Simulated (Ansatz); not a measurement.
# Mg2TlO: the cost of one run

Program: Ansatz 0.2.0. Level of theory: DFT PBE, scalar-relativistic, plane waves, PAW. These are calculated values, not measurements.

1 further run of the same task is left out (it didn't finish).

**1. Starting point**

It takes space group P4/mmm (No. 123, tetragonal). Conventional cell: a = 6.087 Å, b = 6.087 Å, c = 14.000 Å, α = 90.00°, β = 90.00°, γ = 90.00°. Mg (site symmetry mmm) is surrounded by 2 Tl at 3.04 Å and 2 O at 3.04 Å. Tl (site symmetry 4/mmm) has 4 Mg at 3.04 Å in its first shell of neighbours. Around O (site symmetry 4/mmm) lie 4 Mg at 3.04 Å.

Structure file:

```xyz
4
Lattice="6.0866 0.0000 0.0000 0.0000 6.0866 0.0000 0.0000 0.0000 14.0000" Properties=species:S:1:pos:R:3 pbc="T T F"
Mg    3.0433    0.0000    7.0000
Mg    0.0000    3.0433    7.0000
Tl    3.0433    3.0433    7.0000
O     0.0000    0.0000    7.0000
```

Recipe of the guess: random sheet by layer group and Wyckoff sites. Its size is a rough estimate.

Only a and b are periodic; c spans vacuum, so the box's volume, pressure and space group aren't properties of the sheet.

**2. Probe: one point on a coarse mesh**

Input file input.yaml:

```yaml
crystal:
  lattice:
    - [6.086566, 0.0, 0.0]
    - [0.0, 6.086566, 0.0]
    - [0.0, 0.0, 14.0]
  atoms:
    - { symbol: Mg, position: [0.5, 0.0, 0.5] }
    - { symbol: Mg, position: [0.0, 0.5, 0.5] }
    - { symbol: Tl, position: [0.5, 0.5, 0.5] }
    - { symbol: O, position: [0.0, 0.0, 0.5] }
  periodic: [true, true, false]
basis:
  ecutwfc: 420
kpoints:
  mp_grid: { grid: [4, 4, 1] }
hamiltonian:
  xc: pbe
scf:
  occupations: { method: gaussian, width: 0.1 }
  lower_state_search: "off"
output:
  forces: true
  stress: true
  eigenvalues: true
```

The run is started by

```bash
$ ansatz run input.yaml --threads 1 --pin off --max-ram 2560MiB --backend cpu --events-out ev --progress --plain --runs-dir out
```

**Question.** How long does this run take on 1 thread of Intel Xeon at 2.50GHz (Skylake/Cascade Lake), shared host, and how much memory does it need?

About 25 s, with a peak of 0.8 GiB.
